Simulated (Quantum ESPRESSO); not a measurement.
Crystal: ZrSc2F.

```
CELL_PARAMETERS angstrom
3.86241 0.00000 0.00000
-1.93121 3.34495 0.00000
0.00000 0.00000 4.89084
ATOMIC_POSITIONS crystal
Zr 0.33333 0.66667 0.00000
Sc 0.00000 0.00000 0.25019
Sc 0.00000 0.00000 0.74981
F 0.66667 0.33333 0.50000
```

The cell was built by a generator and needn't be a form met in nature.

Base run:

```yaml
Program: Quantum ESPRESSO 7.5
Functional: PBE
Potentials_or_basis: SSSP 1.3 efficiency PBE
Cutoff: 816 eV
Density_cutoff: 5987 eV
k_mesh: 8 × 8 × 6
Occupations: fermi-dirac, width 0.05 eV
Spin: no spin polarisation
```

Its results: band gap on the k mesh none (metal or under the smearing width); pressure 28.9 GPa; largest force 3.842 eV/Å.

Problem. The run is repeated on the same cell with these changes: dispersion from none to D3. What comes out?

Solution. Band gap on the k mesh none (metal or under the smearing width); pressure 26.5 GPa; largest force 3.793 eV/Å.

Dispersion adds attraction, which lowers the pressure at fixed volume and, as a term added to the energy, leaves the levels alone.

Caveats: an odd number of electrons without spin polarisation forces a metal; a magnetic or distorted state may lie lower; a pressure of tens of GPa on the cell as given is suspect, and the run, the potentials or the cell itself is likely at fault (some runs); so large a pressure means that the cell lies far from this level's equilibrium, or that cutoff or potentials fall short (some runs); pairwise dispersion overbinds metals, which lowers pressure and volume (some runs).
